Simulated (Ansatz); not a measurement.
# C₃H₆OSn: a ladder of functionals and wavefunction methods

The task here is to estimate one member of a computed series from the others.

The runs use Ansatz 0.2.0, Gaussian basis; functionals in def2-TZVPP, the program's frozen cores in correlated methods.

Plan: LDA (SPW92), PBE-D4, revPBE-D4, BLYP-D4, r2SCAN-D4, B97M-V, PBE0-D4, B3LYP-D4, r2SCANh-D4, r2SCAN0-D4, HSE06-D4, BHLYP-D4, CAM-B3LYP-D4, LC-ωPBE, ωB97X-V, ωB97M-V, B2PLYP, PBE-QIDH; CCSD(T)/def2-SVP; CCSD(T)/def2-TZVPP; MP2/def2-QZVPP; extrapolation to the limit; RPA on PBE.

**The geometry**

All runs share one geometry, relaxed beforehand with PBE0-D4 in a triple-zeta def2 set. Sn takes the def2 core potential; no spin-orbit term is included.

SMILES `C#[C][SnH2][O]C`, 11 atoms, charge 0, spin multiplicity 1.

Atoms are counted from 1 here; the program's logs count them from 0.

Bond lengths: C1–C2 1.207 Å, C1–H6 1.066 Å, C2–Sn3 2.083 Å, Sn3–O4 1.960 Å, Sn3–H7 1.704 Å, Sn3–H8 1.694 Å, O4–C5 1.406 Å, C5–H9 1.094 Å, C5–H10 1.099 Å, C5–H11 1.098 Å. Angles: C2–C1–H6 179.9°, C1–C2–Sn3 179.6°, C2–Sn3–O4 106.4°, C2–Sn3–H7 108.9°, C2–Sn3–H8 111.6°, O4–Sn3–H7 108.8°, O4–Sn3–H8 104.9°, H7–Sn3–H8 115.8°, Sn3–O4–C5 119.2°, O4–C5–H9 108.1°, O4–C5–H10 112.4°, O4–C5–H11 112.4°, H9–C5–H10 107.7°, H9–C5–H11 107.9°, H10–C5–H11 108.0°.

The first run:

Input file in.yaml:

```yaml
crystal:
  periodic: [false, false, false]
  atoms:
    - {symbol: C, position_ang: [-1.891554, 0.582939, 1.991301]}
    - {symbol: C, position_ang: [-0.939713, 0.001856, 1.530588]}
    - {symbol: Sn, position_ang: [0.704853, -0.990472, 0.725111]}
    - {symbol: O, position_ang: [0.561298, -0.810735, -1.221215]}
    - {symbol: C, position_ang: [0.429535, 0.470508, -1.784002]}
    - {symbol: H, position_ang: [-2.734456, 1.094758, 2.397129]}
    - {symbol: H, position_ang: [2.128415, -0.211013, 1.244570]}
    - {symbol: H, position_ang: [0.630182, -2.657798, 1.014127]}
    - {symbol: H, position_ang: [0.322442, 0.357187, -2.866665]}
    - {symbol: H, position_ang: [1.309853, 1.102559, -1.599188]}
    - {symbol: H, position_ang: [-0.455556, 1.003210, -1.411156]}
basis:
  gaussian: {orbitals: def2-TZVPP}
hamiltonian: {xc: lda}
output: {orbitals: {seedname: orbitals}}
```

Run with:

```console
$ ansatz run in.yaml --threads 4 --pin off --events-out ev --progress --plain --max-ram 10444MiB
```

Steps of the session up to this table: LDA; PBE-D4 (GGA); revPBE-D4 (GGA); BLYP-D4 (GGA); r2SCAN-D4 (meta-GGA); B97M-V (meta-GGA); PBE0-D4 (hybrid); B3LYP-D4 (hybrid); r2SCANh-D4 (hybrid); r2SCAN0-D4 (hybrid); HSE06-D4 (hybrid); BHLYP-D4 (hybrid); CAM-B3LYP-D4 (range-separated); LC-ωPBE (range-separated); ωB97X-V (range-separated); ωB97M-V (range-separated); B2PLYP (double hybrid); PBE-QIDH (double hybrid).

One table of the session follows, with a row left open; its other results are not shown here.

It belongs to the step «Frontier levels by functional». 

```
  functional  HOMO (eV)  gap (eV)
 LDA (SPW92)      -6.20      4.41
      PBE-D4      -6.07      4.56
   revPBE-D4      -6.02      4.63
     BLYP-D4      -5.99      4.59
   r2SCAN-D4      -6.39      5.14
      B97M-V      -6.55      5.20
     PBE0-D4          ?         ?
    B3LYP-D4      -7.40      6.51
  r2SCANh-D4      -6.98      6.03
  r2SCAN0-D4      -7.87      7.36
    HSE06-D4      -7.23      6.20
    BHLYP-D4      -9.16      9.32
CAM-B3LYP-D4      -9.09      9.38
     LC-ωPBE     -10.42     11.83
     ωB97X-V     -10.11     11.39
     ωB97M-V     -10.05     11.05
```

Q: Estimate the row for PBE0-D4 from the others.

**Answer.** HOMO (eV): -7.64; gap (eV): 6.97. In the column «HOMO (eV)» it lies between r2SCAN0-D4 (-7.87) and B3LYP-D4 (-7.40).
